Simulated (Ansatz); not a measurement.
# Ti (bcc type): a single-point run

The task is a single-point run on Ti (bcc type).

Computed with Ansatz 0.2.0 (DFT, LDA, norm-conserving pseudopotentials, Ansatz's default files, scalar-relativistic, unless a step's input says otherwise).

## (1) The system as given

The structure is cubic, space group Im-3m (No. 229). The conventional cell has a = 2.988 Å, b = 2.988 Å, c = 2.988 Å, α = 90.00°, β = 90.00°, γ = 90.00°. Around Ti (site symmetry m-3m) lie 8 Ti at 2.59 Å.

The input asks for a charge of -6 e on the cell.

As a file:

```xyz
1
Lattice="-1.4942 1.4942 1.4942 1.4942 -1.4942 1.4942 1.4942 1.4942 -1.4942" Properties=species:S:1:pos:R:3 pbc="T T T"
Ti    0.0000    0.0000    0.0000
```

## (2) Input and run

File input.yaml:

```yaml
crystal:
  lattice:
    - [-1.4942227893, 1.4942227893, 1.4942227893]
    - [1.4942227893, -1.4942227893, 1.4942227893]
    - [1.4942227893, 1.4942227893, -1.4942227893]
  atoms:
    - { symbol: Ti, position: [0.0, 0.0, 0.0] }
kpoints:
  mp_grid: { grid: [19, 19, 19] }
scf:
  occupations: { method: fermi_dirac, width: 0.08 }
  max_iter: 60
hamiltonian:
  xc: lda
  pseudopotentials: { kind: nc }
output:
  forces: true
  stress: true
  eigenvalues: true
total_charge: -6
```

Launch:

```bash
$ ansatz run input.yaml --threads 1 --pin off --max-ram 2048MiB --backend cpu --events-out ev --progress --plain --runs-dir out
```

Q: Will this input give a usable result? If not, why, and what should change?

The program finished normally. It gives a pressure of -505 GPa, which is large.

In the input, total_charge is -6. The typed charge changes the electron count, so this is no longer the system that was meant.

The test: delete total_charge (the default then holds).
